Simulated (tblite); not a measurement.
# C5H12AlN: the cost of one run

The runs use tblite 0.8.0 and PySCF 2.14.0, with density-fitted response routines of our own; the level of theory stands in each step. All values are computed, except where a source is named. Atoms are numbered from 0 throughout.

## Step 1: The molecule as given

19 atoms, charge 0, multiplicity 1; geometry from: force field or distance geometry start.

Bonds of the start (Å): C0–C1 1.32, C1–C2 1.51, C2–C3 1.53, C1–Al4 1.99, Al4–N5 1.91, N5–C6 1.47, C0–H7 1.09, C0–H8 1.08, C2–H9 1.10, C2–H10 1.12, C3–H11 1.12, C3–H12 1.10, C3–H13 1.11, Al4–H14 1.60, N5–H15 1.06, C6–H16 1.11, C6–H17 1.11, C6–H18 1.11.

## Step 2: Relaxing the molecule with GFN2-xTB

Job settings and geometry (Å):

```
{"job": {"kind": "relax", "xc": "GFN2-xTB", "basis": "xTB"}, "charge": 0, "multiplicity": 1}
C     -1.376200    -0.133500    -2.055900
C     -0.806500    -0.370100    -0.884900
C     -1.549100    -1.054700     0.242100
C     -2.307400    -0.020200     1.078300
Al     1.055100     0.240900    -0.547000
N      1.865800    -0.038400     1.161800
C      3.201700     0.564800     1.199700
H     -2.404200    -0.430000    -2.237200
H     -0.842000     0.374500    -2.848300
H     -0.855900    -1.615300     0.890200
H     -2.286000    -1.787000    -0.178300
H     -2.857100    -0.551400     1.902700
H     -3.045300     0.528300     0.473700
H     -1.588900     0.691500     1.539100
H      1.854400     1.012000    -1.704900
H      1.272500     0.461000     1.877500
H      3.864500     0.083800     0.455100
H      3.645700     0.392700     2.207100
H      3.149100     1.660500     1.022300
```

The run is started by

```bash
$ OMP_NUM_THREADS=1 python probes_run.py task.json out
```

One launch serves the whole session: the jobs run in the order shown.

Q: Estimate the wall time of this first job on 1 thread of Arm Neoverse N1, shared host.

About 1.9 s.
